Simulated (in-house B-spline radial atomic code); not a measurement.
**Ga¹⁵⁺: ionisation energy by several methods**

An exercise on one series of results from a longer session: the logs are not shown, and one member is left open.

Program: in-house B-spline radial atomic code version 1. Level of theory: non-relativistic, several functionals, spin-polarised; spherical all-electron atom at the radial basis limit. These are calculated values, not measurements, unless marked.

**What is computed**

| Quantity | Value |
| --- | --- |
| element | gallium (Z = 31) |
| charge | +15 |
| electrons | 16 |
| configuration | [Ne] 3s2 3p4 |
| nucleus | point |

Outer shells as boxes (Hund's rule):

[Ne] 3s2 3p4
```
[Ne] core
3s [↑↓]
3p [↑↓][↑ ][↑ ]
```

Where spins are not typed, each open shell is filled with up spins first.

The first run:

Settings of the run:

```ini
Z = 31
electrons = 16.0
configuration = [Ne] 3s2 3p4
hamiltonian = nr
method = revtpss,revtpss
spin_polarised = True
```

Among the steps run: revTPSS; exchange-only LDA; M06-L; PBE.

One of the session's tables, all rows but one given; the rest of the session is left out.

```
           method  ΔSCF (eV)
exchange-only LDA     543.06
              PBE          ?
          revTPSS     544.97
            M06-L     544.01
```

Estimate the missing values for PBE.

**Answer.** ΔSCF (eV): 545.63. In the column «ΔSCF (eV)» it is the highest.

What this shows: The tabulated ionisation energy is 548.3 ± 0.7 eV (semi-empirical; NIST Atomic Spectra Database). PBE comes nearest (-2.67 eV) and exchange-only LDA is farthest (-5.24 eV, 0.96 %). These runs lack relativity altogether, which can outweigh the gaps between the methods, so the nearest may be so by luck. These runs leave out relativity, which matters at this nuclear charge. Open shells are averaged (over orientations, and over spins where the run is restricted), while tables refer to the lowest levels. For the semilocal functionals minus the highest level recovers only 97 % of their own ΔSCF value, a mark of self-interaction.

Members of this set that are not shown: 3 used exact exchange with fractional occupations of an open shell, which is unsound here.

To keep in mind: Meta-GGA runs start from a PBE run whose iterations are not counted.
